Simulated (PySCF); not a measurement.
# C6H10O2: the cost of one run

Computed with PySCF 2.14.0, with density-fitted response routines of our own, on a single molecule in the gas phase. Atoms are numbered from 0 throughout.

**1. The molecule as given**

18 atoms, charge 0, multiplicity 1; geometry from: GFN2-xTB.

Bonds of the start (Å): C0–O1 1.41, O1–C2 1.41, C2–C3 1.50, C3–C4 1.32, C4–C5 1.50, C5–O6 1.42, O6–C7 1.42, C7–C3 1.50, C0–H8 1.10, C0–H9 1.10, C0–H10 1.09, C2–H11 1.09, C2–H12 1.10, C4–H13 1.07, C5–H14 1.10, C5–H15 1.10, C7–H16 1.10, C7–H17 1.10.

**2. Excited states and response: B3LYP/def2-SVPD**

What the job is given:

```
{"job": {"kind": "uv", "xc": "B3LYP", "basis": "def2-SVPD", "nstates": 8, "ntriplets": 3}, "charge": 0, "multiplicity": 1}
C     -2.444345     0.426583    -0.219405
O     -1.910047    -0.681817     0.461600
C     -0.846168    -1.304902    -0.225722
C      0.380434    -0.450812    -0.310406
C      1.026293    -0.010553    -1.380026
C      2.200226     0.817182    -0.960957
O      2.143172     0.865218     0.457073
C      1.066961     0.066268     0.922991
H     -1.703745     1.225124    -0.339259
H     -2.813398     0.138628    -1.211658
H     -3.273435     0.787577     0.385473
H     -0.627972    -2.208754     0.351944
H     -1.163106    -1.593072    -1.239766
H      0.800389    -0.197088    -2.413108
H      2.154574     1.839779    -1.361007
H      3.152564     0.368251    -1.280950
H      1.452035    -0.756067     1.542958
H      0.396808     0.674771     1.543808
```

Level: TDDFT B3LYP/def2-SVPD, vertical, gas phase, core orbitals frozen in the response.

On the command line:

```
OMP_NUM_THREADS=1 python probes_run.py task.json out
```

This one command runs all jobs of the session in turn.

Q: Estimate the wall time and peak memory of this job on 1 thread of Intel Xeon at 2.50GHz, shared host.

About 2.8 min, with a peak of 0.98 GiB.
